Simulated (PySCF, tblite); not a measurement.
**C₆H₁₄OSi: geometry, infrared bands and NMR shifts**

What infrared bands and NMR shifts should C₆H₁₄OSi (`CC/C=C\[SiH2]COC`) show?

The runs use tblite 0.8.0 and PySCF 2.14.0, with density-fitted response routines of our own; the level of theory stands in each step. All values are computed, except where a source is named. Atoms count from 0, in the outputs and in this text.

### 1 The starting structure

22 atoms, charge 0, multiplicity 1; geometry from: force field or distance geometry start.

Bonds of the start (Å): C0–C1 1.51, C1–C2 1.49, C2–C3 1.32, C3–Si4 1.85, Si4–C5 1.86, C5–O6 1.40, O6–C7 1.40, C0–H8 1.10, C0–H9 1.13, C0–H10 1.12, C1–H11 1.11, C1–H12 1.09, C2–H13 1.08, C3–H14 1.09, Si4–H15 1.49, Si4–H16 1.45, C5–H17 1.11, C5–H18 1.12, C7–H19 1.11, C7–H20 1.12, C7–H21 1.10.

### 2 Relaxing the molecule with GFN2-xTB

What the job is given:

```
{"job": {"kind": "relax", "xc": "GFN2-xTB", "basis": "xTB"}, "charge": 0, "multiplicity": 1}
C     -3.598600     0.496800    -0.121000
C     -2.654700    -0.519800     0.476400
C     -1.600800     0.224500     1.219200
C     -0.316900     0.176600     0.936000
Si     0.355100    -0.894700    -0.411500
C      2.048500    -0.295900    -0.903400
O      2.747400     0.188800     0.208300
C      4.016500     0.629500    -0.174900
H     -3.073000     1.423500    -0.410400
H     -4.389500     0.803400     0.627500
H     -4.124600     0.100800    -1.029800
H     -3.262000    -1.162000     1.153600
H     -2.273200    -1.118700    -0.354300
H     -1.917200     0.868600     2.021700
H      0.355000     0.774600     1.548700
H      0.539600    -2.267200     0.132700
H     -0.547600    -0.941800    -1.549200
H      2.015700     0.488000    -1.682100
H      2.642300    -1.162900    -1.279300
H      3.920600     1.440000    -0.922100
H      4.569100     1.002500     0.730400
H      4.537900    -0.235300    -0.618100
```

The run is started by

```sh
OMP_NUM_THREADS=1 python probes_run.py task.json out
```

One launch serves the whole session: the jobs run in the order shown.

**Question.** This job is followed by: GFN2-xTB harmonic vibrations, gas phase; GIAO PBE0/pcSseg-1 NMR shielding, non-relativistic, gas phase. What will the session give for the following? strongest single infrared mode (GFN2-xTB); zero-point energy (GFN2-xTB); 13C shifts against TMS (PBE0/pcSseg-1); 1H shifts against TMS (PBE0/pcSseg-1, means over atoms taken as alike); 29Si shifts against TMS (PBE0/pcSseg-1); 17O shifts against H2O (PBE0/pcSseg-1).

The runs gave:

| quantity | value |
| --- | --- |
| strongest single infrared mode (GFN2-xTB) | 2166 cm⁻¹, 352 km/mol |
| zero-point energy (GFN2-xTB) | 114.0 kcal/mol |
| 13C shifts against TMS (PBE0/pcSseg-1) | 163.3, 125.3, 65.8, 64.6, 34.1, 16.5 ppm |
| 1H shifts against TMS (PBE0/pcSseg-1, means over atoms taken as alike) | 6.90, 5.87, 4.47, 3.53, 3.29, 2.12, 1.05 ppm |
| 29Si shifts against TMS (PBE0/pcSseg-1) | -62.4 ppm |
| 17O shifts against H2O (PBE0/pcSseg-1) | 6.8 ppm |

**Reading.** Over 173 steps the energy fell by 0.412 eV; of the close pairs, Si4–C5 changed most, 1.862 to 1.907 Å. All 60 modes are real, so the xTB geometry is a minimum. The strongest single mode, at 2166 cm⁻¹, moves mainly H16. GFN2-xTB is a fitted tight-binding method: band positions and strengths are rough. Its intensities can rank the bands wrongly. At PBE0/pcSseg-1: The widest tensor belongs to C2: span 258 ppm, with a paramagnetic part of -233 ppm.
